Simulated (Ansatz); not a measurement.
Consider a comparison of functionals at one structure of Ta, space group Fm-3m (Ansatz's Python interface).

The script reads `ta.xyz`:
```text
1
Lattice="0.0 2.11 2.11 2.11 0.0 2.11 2.11 2.11 0.0" Properties=species:S:1:pos:R:3 pbc="T T T"
Ta    0.00000000    0.00000000    0.00000000
```

The script, `xc_ta.py`:
```python
"""One structure of Ta under several functionals."""

import csv
import warnings

import ansatz as az

config = {
    "filling": "fermi_dirac",
    "sigma": 0.1,
    "cutoff_ev": 510,
}


def main() -> None:
    warnings.simplefilter("ignore", az.DeckWarning)

    cell = az.Crystal.from_extxyz("ta.xyz")

    setup = (
        cell.calculation()
        .kpoints(14)
        .occupations(config["filling"], width=config["sigma"])
        .basis(config["cutoff_ev"])
        .stress()
    )

    rows = []
    for value in ["lda", "pbesol", "blyp"]:
        r = setup.functional(value).run(threads=1).report
        rows.append((value, r["free_energy_ev"] / len(r["lattice"]["sites"]), r["n_iterations"], sum(r["stress_gpa"][i][i] for i in range(3)) / 3, r["n_kpoints"]))

    with open("xc.csv", "w", newline="") as handle:
        writer = csv.writer(handle)
        writer.writerow(["functional", "F/atom (eV)", "iterations", "P (GPa)", "k-points"])
        writer.writerows([round(v, 5) if isinstance(v, float) else v for v in row] for row in rows)
    print(open("xc.csv").read())


if __name__ == "__main__":
    main()
```

Rank the functionals by the pressure that they give at this structure. What does the order say about their lattices?

From lowest to highest: LDA (-10.7 GPa), PBEsol (-5.9 GPa) and BLYP (6.1 GPa). At a fixed cell a lower pressure usually means a smaller equilibrium volume, so LDA prefers the smallest cell and BLYP the largest.

The output:

Output of `python xc_ta.py`:
```text
functional,F/atom (eV),iterations,P (GPa),k-points
lda,-9682.30419,6,-10.7078,104
pbesol,-9806.24206,6,-5.89559,104
blyp,-9955.88436,6,6.08296,104
```

Caveats:
- The run is spin-unpolarised.
- BLYP can be off by several per cent in the lattices of metals, and by several GPa in the pressure at a fixed cell.
- Pressure is positive in compression.
- Spin-orbit coupling, which matters for elements this heavy, is left out.
- This isn't the structure that Ta takes at ambient conditions.
- Total energies of different functionals can't be compared; pressures, moments and gaps at this one structure can.
- Run time: 6.2 s on 1 thread of Intel(R) Xeon(R) Processor @ 2.30GHz (shared host), peak memory 0.48 GiB.
